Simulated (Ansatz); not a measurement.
# La3Zr (Pm-3m): spin response to a magnetic field in Python

A script is to give the spin response to a magnetic field; the system is La3Zr (Pm-3m).

Program: Ansatz 0.2.0, driven from Python. Level of theory: DFT PBE, plane waves, PAW. These are calculated values, not measurements.

### Step 1. Starting point

Symmetry: Pm-3m, No. 221, cubic system. The conventional cell has a = 5.073 Å, b = 5.073 Å, c = 5.073 Å, α = 90.00°, β = 90.00°, γ = 90.00°. Around La (site symmetry 4/mmm) lie 8 La at 3.59 Å and 4 Zr at 3.59 Å. Zr (site symmetry m-3m) is surrounded by 12 La at 3.59 Å.

No structure file is read: the coordinates are typed or built in the script.

### Step 2. The code

la3zr_zeeman.py

```python
# -*- coding: utf-8 -*-
"""Response of the spins of La3Zr to a Zeeman field."""

import ansatz as az
import numpy as np

structure = (
    az.Lattice.from_parameters(5.072674, 5.072674, 5.072674, alpha=90.0, beta=90.0, gamma=90.0)
    .atom("La", [0.0, 0.5, 0.5])
    .atom("La", [0.5, 0.0, 0.5])
    .atom("La", [0.5, 0.5, 0.0])
    .atom("Zr", [0.0, 0.0, 0.0])
)

calc = (
    structure.calculation()
    .occupations("fermi_dirac")
    .basis(450)
    .pseudopotentials("paw")
    .kpoints(5, center="gamma")
    .spin("collinear")
)
# the field acts on the spins alone; such large fields lift the response over the noise
rows = []
for tesla in [0, 100, 200, 400]:
    summary = (calc.magnetic_field(tesla) if tesla else calc).run().report
    rows.append((tesla, summary["magnetization_mub"], summary["free_energy_ev"], summary["components"].get("e_zeeman", 0.0)))
print("         B (T)      moment muB            F eV  Zeeman term eV")
for row in rows:
    print(f"{str(row[0]):>14s}  {row[1]:14.4f}  {row[2]:14.5f}  {row[3]:14.5f}")
slope = np.polyfit([row[0] for row in rows], [row[1] for row in rows], 1)[0]
print(f"dM/dB = {1000 * slope:.4f} muB per 1000 T per cell")
```

### Step 3. What the engine is handed

The package turns the script's settings into the engine's input (first run):

```yaml
crystal:
  lattice:
    a: 5.072674
    b: 5.072674
    c: 5.072674
    alpha: 90.0
    beta: 90.0
    gamma: 90.0
  atoms:
    - { symbol: La, position: [0.0, 0.5, 0.5] }
    - { symbol: La, position: [0.5, 0.0, 0.5] }
    - { symbol: La, position: [0.5, 0.5, 0.0] }
    - { symbol: Zr, position: [0.0, 0.0, 0.0] }
basis:
  ecutwfc: 450.0
kpoints:
  mp_grid:
    grid: [5, 5, 5]
    shift: [0.0, 0.0, 0.0]
hamiltonian:
  pseudopotentials:
    kind: paw
magnetization:
  spin_polarized: true
scf:
  occupations:
    method: fermi_dirac
```

### Step 4. The run

On the command line:

```bash
$ python la3zr_zeeman.py
```

Q: Predict the main results. Wanted: dM/dB; range of energy.

As calculated:

```
       quantity                          value
          dM/dB  0.7433 μB per 1000 T per cell
  runs compared                              4
range of energy                  0.86 meV/atom
```

All 4 runs converged (12 to 25 cycles). Caveats:
- The mesh is modest for a metal, so energies can be off by several to tens of meV an atom and pressures by half a GPa or more; differences at equal mesh fare better.
- No functional is typed, so the default, PBE, holds.
- The structure comes from a database of computed cells and needn't be a stable or known phase.
- Orbital magnetism is left out. The response of a metal hangs strongly on mesh and smearing, and a straight-line fit holds only where the moment is linear in the field.
